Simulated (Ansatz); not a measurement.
# AsH₆NSi: small, medium and large basis sets

One table from this session's results is given with a row withheld; the runs are named, their logs left out.

The runs use Ansatz 0.2.0, Gaussian basis; one geometry, several basis sets.

Plan: PBE0-D4/def2-SVP; ωB97M-V/def2-SVP; PBE0-D4/def2-QZVPP; ωB97M-V/def2-QZVPP; the functionals' def2-TZVPP values are taken from earlier runs.

### Structure used throughout

The geometry comes from an earlier relaxation with PBE0-D4 in a triple-zeta def2 set; it is a stationary point, not always the lowest conformer.

SMILES `N[AsH][SiH3]`, 9 atoms, charge 0, spin multiplicity 1.

Atoms are counted from 1 here; the program's logs count them from 0.

Bond lengths: N1–As2 1.864 Å, N1–H4 1.011 Å, N1–H5 1.011 Å, As2–Si3 2.365 Å, As2–H6 1.537 Å, Si3–H7 1.488 Å, Si3–H8 1.485 Å, Si3–H9 1.489 Å. Angles: As2–N1–H4 110.5°, As2–N1–H5 114.1°, H4–N1–H5 108.7°, N1–As2–Si3 94.9°, N1–As2–H6 101.5°, Si3–As2–H6 91.9°, As2–Si3–H7 108.9°, As2–Si3–H8 109.3°, As2–Si3–H9 111.1°, H7–Si3–H8 109.3°, H7–Si3–H9 109.2°, H8–Si3–H9 109.0°.

Set-up of the first run:

The input, in.yaml:

```yaml
crystal:
  periodic: [false, false, false]
  atoms:
    - {symbol: N, position_ang: [-1.101086, 0.718983, -1.145642]}
    - {symbol: As, position_ang: [0.735085, 0.438144, -0.988942]}
    - {symbol: Si, position_ang: [0.557260, -1.064698, 0.828624]}
    - {symbol: H, position_ang: [-1.303717, 1.291361, -1.954264]}
    - {symbol: H, position_ang: [-1.525332, 1.144265, -0.332311]}
    - {symbol: H, position_ang: [1.144072, 1.592639, -0.059758]}
    - {symbol: H, position_ang: [1.889510, -1.194007, 1.477890]}
    - {symbol: H, position_ang: [0.123928, -2.393315, 0.326652]}
    - {symbol: H, position_ang: [-0.431220, -0.579672, 1.830649]}
basis:
  gaussian: {orbitals: def2-SVP}
hamiltonian: {xc: pbe0, dispersion: d4}
output: {orbitals: {seedname: orbitals}}
```

Steps of the session up to this table: PBE0-D4 in def2-SVP; ωB97M-V in def2-SVP; PBE0-D4 in def2-QZVPP; ωB97M-V in def2-QZVPP.

One table of the session follows, with a row left open; its other results are not shown here.

| functional | basis | HOMO (eV) | LUMO (eV) |
| --- | --- | --- | --- |
| PBE0-D4 | def2-SVP | -7.05 | 0.01 |
| PBE0-D4 | def2-TZVPP | ? | ? |
| PBE0-D4 | def2-QZVPP | -7.17 | -0.49 |
| ωB97M-V | def2-SVP | -9.13 | 1.91 |
| ωB97M-V | def2-TZVPP | -9.22 | 1.41 |
| ωB97M-V | def2-QZVPP | -9.26 | 1.09 |

Q: Estimate the row for PBE0-D4, def2-TZVPP from the others.

As computed: HOMO (eV): -7.13; LUMO (eV): -0.33. In the column «HOMO (eV)» it lies between PBE0-D4, def2-QZVPP (-7.17) and PBE0-D4, def2-SVP (-7.05).
